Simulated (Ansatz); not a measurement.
**ScCr2: one candidate structure**

Aim: relax ScCr2 from this start, AlB2 type (P6/mmm, No. 191), and see where it ends.

Method: DFT PBE, scalar-relativistic, plane waves, PAW, in Ansatz 0.2.0.

## Step 1: The starting structure

The structure is hexagonal, space group P6/mmm (No. 191). The conventional cell has a = 3.500 Å, b = 3.500 Å, c = 3.779 Å, α = 90.00°, β = 90.00°, γ = 120.00°. Around Sc (site symmetry 6/mmm) lie 12 Cr at 2.77 Å. Cr (site symmetry -6m2) has 3 Cr at 2.02 Å as nearest neighbours.

Structure file:

```cif
data_structure
_symmetry_space_group_name_H-M 'P 1'
_symmetry_Int_Tables_number 1
_cell_length_a 3.4999
_cell_length_b 3.4999
_cell_length_c 3.7790
_cell_angle_alpha 90.000
_cell_angle_beta 90.000
_cell_angle_gamma 120.000
_cell_volume 40.09
loop_
_atom_site_label
_atom_site_type_symbol
_atom_site_fract_x
_atom_site_fract_y
_atom_site_fract_z
_atom_site_occupancy
Sc1 Sc 0.00000 0.00000 0.00000 1
Cr1 Cr 0.33333 0.66667 0.50000 1
Cr2 Cr 0.66667 0.33333 0.50000 1
```

(A quick probe on a coarse mesh, which set the mesh and smearing, is not shown.)

## Step 3: A loose first relaxation

The input, input.yaml:

```yaml
crystal:
  lattice:
    - [3.4999278788, 0.0, 0.0]
    - [-1.7499639394, 3.0310264545, 0.0]
    - [0.0, 0.0, 3.7789918957]
  atoms:
    - { symbol: Sc, position: [0.0, 0.0, 0.0] }
    - { symbol: Cr, position: [0.3333333333, 0.6666666667, 0.5] }
    - { symbol: Cr, position: [0.6666666667, 0.3333333333, 0.5] }
basis:
  ecutwfc: 420
kpoints:
  mp_grid: { grid: [6, 6, 4] }
hamiltonian:
  xc: pbe
scf:
  occupations: { method: gaussian, width: 0.1 }
  lower_state_search: "off"
output:
  forces: true
  stress: true
  eigenvalues: true
relax:
  adjacent_minimum: "off"
  f_tol: 0.04
  max_steps: 70
  cell: { stress_tol: 0.4 }
```

Launch:

```sh
$ ansatz run input.yaml --threads 1 --pin off --max-ram 2560MiB --backend cpu --events-out ev --progress --plain --runs-dir out
```

Further runs follow: full relaxation.

What does the calculation give?

**Answer**, as computed:

Formation energies count from the elements, computed with the same settings in runs not shown here.

```
                          quantity                                                                       value
                              cell  a = 3.614 Å, b = 3.614 Å, c = 4.440 Å, α = 90.00°, β = 90.00°, γ = 120.00°
                       space group                                                            P6/mmm (No. 191)
                            volume                                                               16.74 Å³/atom
                   gap on the mesh                                                                none (metal)
formation energy from the elements                                                              +0.498 eV/atom
```

**Reading.** The space group stayed P6/mmm, and from the first guess the volume went from 13.36 to 16.74 Å³/atom. The formation energy of +0.50 eV/atom is positive, so the elements lie lower than this structure; another structure of the compound can lie lower. A spin-polarised run here lost its starting moments, which speaks against magnetism, though one start doesn't rule it out.
